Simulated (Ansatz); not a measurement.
**H4OSiTe: two geometries relaxed**

Are the two ends of the rotation by 120° about the O1–Si2 bond separate minima, and which lies lower? Each is relaxed from a guess. SMILES of the start: O[SiH2][TeH].

Program: Ansatz 0.2.0. Level of theory: RKS B3LYP/def2-SVP. These are calculated values, not measurements.

**1. The system as given**

Bond lengths: O1–Si2 1.706 Å, Si2–Te3 2.457 Å, O1–H4 1.014 Å, Si2–H5 1.484 Å, Si2–H6 1.481 Å, Te3–H7 1.737 Å. Angles: O1–Si2–Te3 107.0°, O1–Si2–H5 109.5°, O1–Si2–H6 111.8°, Te3–Si2–H5 109.6°, Te3–Si2–H6 109.6°, H5–Si2–H6 109.4°, Si2–O1–H4 99.3°, Si2–Te3–H7 91.8°.

Structure file:

```xyz
7

O    -1.2304   -0.6966   -0.4964
Si   -0.1402    0.4739    0.0961
Te    1.5412   -0.7204    1.4309
H    -1.8429   -0.0931   -1.0345
H     0.5219    1.1550   -1.0442
H    -0.8222    1.4811    0.9416
H     2.0340   -1.6679    0.0608
```

**2. End point A**

input.yaml

```yaml
crystal:
  periodic: [false, false, false]
  atoms:
    - { symbol: O, position_ang: [-1.2304, -0.6966, -0.4964] }
    - { symbol: Si, position_ang: [-0.1402, 0.4739, 0.0961] }
    - { symbol: Te, position_ang: [1.5412, -0.7204, 1.4309] }
    - { symbol: H, position_ang: [-1.8429, -0.0931, -1.0345] }
    - { symbol: H, position_ang: [0.5219, 1.155, -1.0442] }
    - { symbol: H, position_ang: [-0.8222, 1.4811, 0.9416] }
    - { symbol: H, position_ang: [2.034, -1.6679, 0.0608] }
basis:
  gaussian: { orbitals: def2-SVP }
hamiltonian:
  xc: b3lyp
relax:
  f_tol: 0.015
  max_steps: 40
```

Started as:

```console
$ ansatz run input.yaml --threads 1 --pin off --max-ram 2048MiB --backend cpu --events-out ev --progress --plain --runs-dir out
```

The log of the run (excerpt; [...] marks lines left out):

```text
Warning: RAYON_NUM_THREADS=1 ignored (pool sized by the plan → 1); use --threads N
[...]
Functional definition: B3LYP
[...]
908 factors; integrals over basis functions are off by at most 3.1e-4 eV
[...]
mean field -17282.85569301 eV, -635.1332319779 hartree, gradient 3.2e-5 eV, S^2 0.000000; 0 other end points of the search recorded, 0 dependent functions left out
[...]
reference -17282.85592831 eV, -635.1332406250 hartree; 25, 25 occupied and 53, 53 virtual orbitals, 908 factors
relax step   1: F+E_penalty+E_count = -17282.85569301 eV  Δ(F+E_penalty+E_count) = +0.000e0 eV  max|allowed force component| = 2.235e0 eV/Å  Δτ_max = 0.0000 Å  (24 SCF iters, accepted)
[...]
relax step   4: F+E_penalty+E_count = -17283.06060534 eV  Δ(F+E_penalty+E_count) = -5.309e-2 eV  max|allowed force component| = 5.679e-1 eV/Å  Δτ_max = 0.2000 Å  (27 SCF iters, accepted)
[...]
relax step   7: F+E_penalty+E_count = -17283.08014521 eV  Δ(F+E_penalty+E_count) = -4.072e-3 eV  max|allowed force component| = 2.555e-2 eV/Å  Δτ_max = 0.0439 Å  (25 SCF iters, accepted)
[...]
relax step  10: F+E_penalty+E_count = -17283.08341061 eV  Δ(F+E_penalty+E_count) = +1.533e-3 eV  max|allowed force component| = 1.758e-1 eV/Å  Δτ_max = 0.0456 Å  (25 SCF iters, rejected (line search))
[...]
relax step  13: F+E_penalty+E_count = -17283.04740979 eV  Δ(F+E_penalty+E_count) = +4.589e-2 eV  max|allowed force component| = 2.143e0 eV/Å  Δτ_max = 0.1452 Å  (27 SCF iters, rejected (line search))
[...]
relax step  14: F+E_penalty+E_count = -17283.09985392 eV  Δ(F+E_penalty+E_count) = -6.559e-3 eV  max|allowed force component| = 1.695e-1 eV/Å  Δτ_max = 0.0726 Å  (27 SCF iters, accepted)
[...]
relax step  15: F+E_penalty+E_count = -17283.10728787 eV  Δ(F+E_penalty+E_count) = -7.434e-3 eV  max|allowed force component| = 3.065e-1 eV/Å  Δτ_max = 0.0750 Å  (27 SCF iters, accepted)
```

**3. More of the same log: end point A relaxed**

The log, continued (excerpt; [...] marks lines left out):

```text
[...]
908 factors; integrals over basis functions are off by at most 4.4e-4 eV
mean field -17283.10373244 eV, -635.1423472587 hartree, gradient 1.5e-5 eV, S^2 0.000000; 0 other end points of the search recorded, 0 dependent functions left out
[...]
reference -17283.10396529 eV, -635.1423558158 hartree; 25, 25 occupied and 53, 53 virtual orbitals, 908 factors
relax step  16: F+E_penalty+E_count = -17283.10373244 eV  Δ(F+E_penalty+E_count) = +3.555e-3 eV  max|allowed force component| = 1.147e0 eV/Å  Δτ_max = 0.1103 Å  (26 SCF iters, rejected (line search))
[...]
relax step  18: F+E_penalty+E_count = -17283.12385178 eV  Δ(F+E_penalty+E_count) = -8.234e-3 eV  max|allowed force component| = 2.221e-1 eV/Å  Δτ_max = 0.0562 Å  (27 SCF iters, accepted)
[...]
reference -17283.15687608 eV, -635.1443002515 hartree; 25, 25 occupied and 53, 53 virtual orbitals, 908 factors
Total energy: -17283.15687608 eV, -635.1443002515 hartree
Atom 0 at    -1.627023    -0.081534    -0.479243 Å, force     0.001815     0.000329     0.003249 eV/Å
Atom 1 at    -0.208315     0.577437     0.094260 Å, force    -0.005123    -0.012601    -0.000740 eV/Å
Atom 2 at     1.275891    -1.080164     1.313879 Å, force     0.000529    -0.002223    -0.001244 eV/Å
Atom 3 at    -1.562250    -0.896929    -0.991500 Å, force     0.000842     0.000479     0.000478 eV/Å
Atom 4 at     0.623217     1.163688    -0.994764 Å, force     0.006167     0.004702    -0.003507 eV/Å
Atom 5 at    -0.618356     1.607264     1.077993 Å, force    -0.002113     0.006973     0.001414 eV/Å
Atom 6 at     2.178235    -1.357762    -0.066325 Å, force    -0.002117     0.002341     0.000350 eV/Å
Dipole moment:     0.051549    -0.113542    -0.230885 e Å
```

It took 90 s on 1 thread of Arm Neoverse V1, shared host; peak memory 0.16 GiB.

The steps of the relaxation:

```csv
step,energy from step 1 (eV),largest force component (eV/Å)
1,0.0000,2.2348
2,-0.0255,1.0978
3,-0.1518,1.3622
4,-0.2049,0.5679
5x,-0.0981,2.8191
6,-0.2204,0.1096
7,-0.2245,0.0255
8,-0.2253,0.1758
9,-0.2293,0.0872
10x,-0.2277,0.1758
11,-0.2311,0.1429
12,-0.2376,0.2135
13x,-0.1917,2.1431
14,-0.2442,0.1695
15,-0.2516,0.3065
16x,-0.2480,1.1474
17,-0.2599,0.2291
18,-0.2682,0.2221
19,-0.2793,0.1686
20,-0.2924,0.0931
21x,-0.2920,0.0903
22,-0.2940,0.0783
23,-0.2995,0.0302
24,-0.3002,0.0626
25x,-0.2950,0.5912
26,-0.3009,0.0126
```

Step 1 is the start. 6 steps were tried and not accepted (marked x).

After: Bond lengths: O1–Si2 1.666 Å, Si2–Te3 2.537 Å, O1–H4 0.965 Å, Si2–H5 1.490 Å, Si2–H6 1.482 Å, Te3–H7 1.672 Å. Angles: O1–Si2–Te3 113.9°, O1–Si2–H5 112.3°, O1–Si2–H6 105.5°, Te3–Si2–H5 106.4°, Te3–Si2–H6 107.3°, H5–Si2–H6 111.5°, Si2–O1–H4 117.4°, Si2–Te3–H7 91.6°.

**4. End point B**

The second end starts from a geometry with the move made by hand.

input.yaml

```yaml
crystal:
  periodic: [false, false, false]
  atoms:
    - { symbol: O, position_ang: [-1.2304, -0.6966, -0.4964] }
    - { symbol: Si, position_ang: [-0.1402, 0.4739, 0.0961] }
    - { symbol: Te, position_ang: [0.86063, 1.57783, -1.85706] }
    - { symbol: H, position_ang: [-1.8429, -0.0931, -1.0345] }
    - { symbol: H, position_ang: [-0.87975, 1.47261, 0.90739] }
    - { symbol: H, position_ang: [0.92653, -0.13781, 0.92213] }
    - { symbol: H, position_ang: [-0.69256, 2.12328, -2.41192] }
basis:
  gaussian: { orbitals: def2-SVP }
hamiltonian:
  xc: b3lyp
relax:
  f_tol: 0.015
  max_steps: 40
```

Started as:

```console
$ ansatz run input.yaml --threads 1 --pin off --max-ram 2048MiB --backend cpu --events-out ev --progress --plain --runs-dir out
```

The log of the run (excerpt; [...] marks lines left out):

```text
Warning: RAYON_NUM_THREADS=1 ignored (pool sized by the plan → 1); use --threads N
[...]
Functional definition: B3LYP
[...]
909 factors; integrals over basis functions are off by at most 3.5e-4 eV
[...]
mean field -17282.84716461 eV, -635.1329185650 hartree, gradient 2.9e-5 eV, S^2 0.000000; 0 other end points of the search recorded, 0 dependent functions left out
[...]
reference -17282.84739226 eV, -635.1329269309 hartree; 25, 25 occupied and 53, 53 virtual orbitals, 909 factors
relax step   1: F+E_penalty+E_count = -17282.84716461 eV  Δ(F+E_penalty+E_count) = +0.000e0 eV  max|allowed force component| = 1.976e0 eV/Å  Δτ_max = 0.0000 Å  (24 SCF iters, accepted)
[...]
relax step   4: F+E_penalty+E_count = -17283.12731965 eV  Δ(F+E_penalty+E_count) = -9.429e-2 eV  max|allowed force component| = 5.141e-1 eV/Å  Δτ_max = 0.2000 Å  (27 SCF iters, accepted)
[...]
mean field -17283.15667600 eV, -635.1442928987 hartree, gradient 2.1e-5 eV, S^2 0.000000; 1 other end points of the search recorded, 0 dependent functions left out
[...]
reference -17283.15690830 eV, -635.1443014354 hartree; 25, 25 occupied and 53, 53 virtual orbitals, 909 factors
Total energy: -17283.15690830 eV, -635.1443014354 hartree
Atom 0 at    -1.266453    -0.783109    -0.270426 Å, force    -0.000327     0.000123    -0.001452 eV/Å
Atom 1 at    -0.229427     0.488364     0.018477 Å, force    -0.004722     0.003364    -0.001003 eV/Å
Atom 2 at     0.814264     1.457036    -2.081638 Å, force    -0.000421    -0.000414    -0.000119 eV/Å
Atom 3 at    -1.943527    -0.657894    -0.946773 Å, force     0.001351     0.000103     0.001420 eV/Å
Atom 4 at    -0.902863     1.623043     0.712636 Å, force     0.000995    -0.001667    -0.001222 eV/Å
Atom 5 at     0.867800    -0.073773     0.841232 Å, force     0.002896    -0.001736     0.002274 eV/Å
Atom 6 at    -0.338444     2.666442    -2.147768 Å, force     0.000228     0.000226     0.000102 eV/Å
Dipole moment:    -0.232569     0.099638    -0.064010 e Å
```

Run time: 46 s. Hardware: 1 thread of Arm Neoverse V1, shared host; peak memory 0.16 GiB.

Relaxation path:

```csv
step,energy from step 1 (eV),largest force component (eV/Å)
1,0.0000,1.9756
2,-0.1218,1.7031
3,-0.1859,1.5025
4,-0.2802,0.5141
5,-0.2840,0.6381
6,-0.3039,0.1306
7,-0.3084,0.0296
8x,-0.3061,0.1089
9,-0.3091,0.0147
10,-0.3093,0.0302
11,-0.3093,0.0423
12,-0.3095,0.0158
13,-0.3095,0.0047
```

Step 1 is the start. 1 step was tried and not accepted (marked x).

After: Bond lengths: O1–Si2 1.666 Å, Si2–Te3 2.537 Å, O1–H4 0.965 Å, Si2–H5 1.491 Å, Si2–H6 1.482 Å, Te3–H7 1.672 Å. Angles: O1–Si2–Te3 113.8°, O1–Si2–H5 112.4°, O1–Si2–H6 105.5°, Te3–Si2–H5 106.3°, Te3–Si2–H6 107.4°, H5–Si2–H6 111.4°, Si2–O1–H4 117.3°, Si2–Te3–H7 91.4°.

**5. What came out**

| quantity | value |
| --- | --- |
| end A | 19 moves, 0.301 eV lower |
| end B | 11 moves, 0.310 eV lower |
| largest difference between the ends | 0.01 Å |
| end B relative to end A | -0.000 eV |

The two relaxations end at one structure, within 0.01 Å: no second minimum was found from this start, which doesn't rule one out.
